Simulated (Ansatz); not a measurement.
# N2Nb: the cost of one run

Computed with Ansatz 0.2.0, Gaussian basis. Level: UKS PBE0/def2-TZVP.

## 1. The starting structure

3 atoms, charge 0, spin multiplicity 2.

Atoms are counted from 1 here; the program's logs count them from 0.

Bond lengths: Nb1–N2 2.009 Å, N2–N3 1.420 Å. Angles: Nb1–N2–N3 126.9°.

The start was built by rule and, where that kept it together, relaxed with GFN2-xTB. Sticks and bond lists go by distance. No spin-orbit coupling is included. Elements past krypton take def2 core potentials.

## 2. Relaxation

The input, in.yaml:

```yaml
crystal:
  periodic: [false, false, false]
  atoms:
    - {symbol: Nb, position_ang: [-0.564068, -0.131588, 0.000000]}
    - {symbol: N, position_ang: [1.444732, -0.131588, 0.000000]}
    - {symbol: N, position_ang: [2.296732, 1.004412, 0.000000]}
basis:
  gaussian: {orbitals: def2-TZVP}
magnetization: {spin_polarized: true, initial_magnetization: 1}
hamiltonian: {xc: pbe0}
relax: {f_tol: 0.004, max_steps: 80}
```

Started as:

```console
$ ansatz run in.yaml --threads 1 --pin off --events-out ev --progress --plain --max-ram 2176MiB
```

**Question.** How long does this run take on 1 thread of Intel Xeon 6975P-C, shared host, and how much memory does it need?

About 12 min, with a peak of 0.29 GiB.
